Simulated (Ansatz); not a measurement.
Relaxation of a periodic cell of 15 atoms, Al6SiAs8 (host AlAs, host structure P6_3mc, dopant Si, one Al atom removed), cell charge -1, to a largest force component of 0.03 eV/Å in at most 60 steps.

The calculation used DFT PBE, scalar-relativistic, plane waves, PAW (Ansatz 0.2.0). Settings: PAW set soft_1, cutoff 420 eV, k mesh 2x2x2, gaussian smearing 0.02 eV, spin collinear.

```xyz
15
Lattice="-4.0024 -6.9323 0.0000 6.0036 -3.4662 0.0000 0.0000 0.0000 6.5778" Properties=species:S:1:pos:R:3:forces:R:3
Al -0.026 -4.648 0.040 0.29 0.79 -0.52
Si 2.018 -5.813 3.296 -0.03 0.69 -0.62
As -0.008 -4.698 2.440 1.12 0.31 0.79
As 2.026 -5.794 5.753 -0.46 -0.02 -0.61
Al 3.973 -4.616 0.010 0.67 -0.06 0.05
As 4.023 -4.591 2.432 -0.45 -1.07 0.77
As -0.027 -2.272 5.730 0.04 -0.55 -0.22
Al 1.998 -1.173 0.001 -0.11 -0.34 0.16
Al 3.906 -2.311 3.297 0.05 -0.11 -0.03
As 2.003 -1.184 2.441 -0.56 0.52 0.20
As 4.045 -2.323 5.744 -0.11 0.35 0.06
Al 2.050 -8.088 0.049 -0.25 -0.18 -0.60
Al -1.956 -5.771 3.275 -0.46 -0.67 0.17
As 1.986 -8.118 2.463 0.32 0.37 0.64
As -1.996 -5.786 5.762 -0.06 -0.03 -0.24
```

**Question.** Where does it end, and by what steps?

**Answer.** The run converged. Limits of this set-up: coarse k mesh, charged cell in a uniform background, uncorrected. After 5 steps the energy has fallen by 0.635 eV; As3 moved furthest, 0.28 Å.

```tsv
step	energy less start (eV)	largest force component (eV/Å)	accepted
0	0.0000	1.117	yes
1	-0.5726	0.360	yes
2	-0.6271	0.123	yes
3	-0.6332	0.052	yes
4	-0.6343	0.040	yes
5	-0.6346	0.004	yes
```

```xyz
15
Lattice="-4.0024 -6.9323 0.0000 6.0036 -3.4662 0.0000 0.0000 0.0000 6.5778" Properties=species:S:1:pos:R:3
Al 0.031 -4.524 0.043
Si 1.987 -5.738 3.200
As 0.086 -4.461 2.555
As 2.000 -5.767 5.662
Al 4.079 -4.698 0.029
As 4.076 -4.783 2.545
As 0.017 -2.306 5.553
Al 1.935 -1.209 0.087
Al 3.878 -2.364 3.249
As 1.818 -1.215 2.550
As 3.974 -2.347 5.764
Al 1.995 -8.099 -0.051
Al -1.903 -5.807 3.279
As 2.000 -8.080 2.480
As -1.959 -5.790 5.785
```

The run took 77 s on 4 threads of Arm Neoverse V1, with other jobs on the host, peak memory 1.2 GiB.
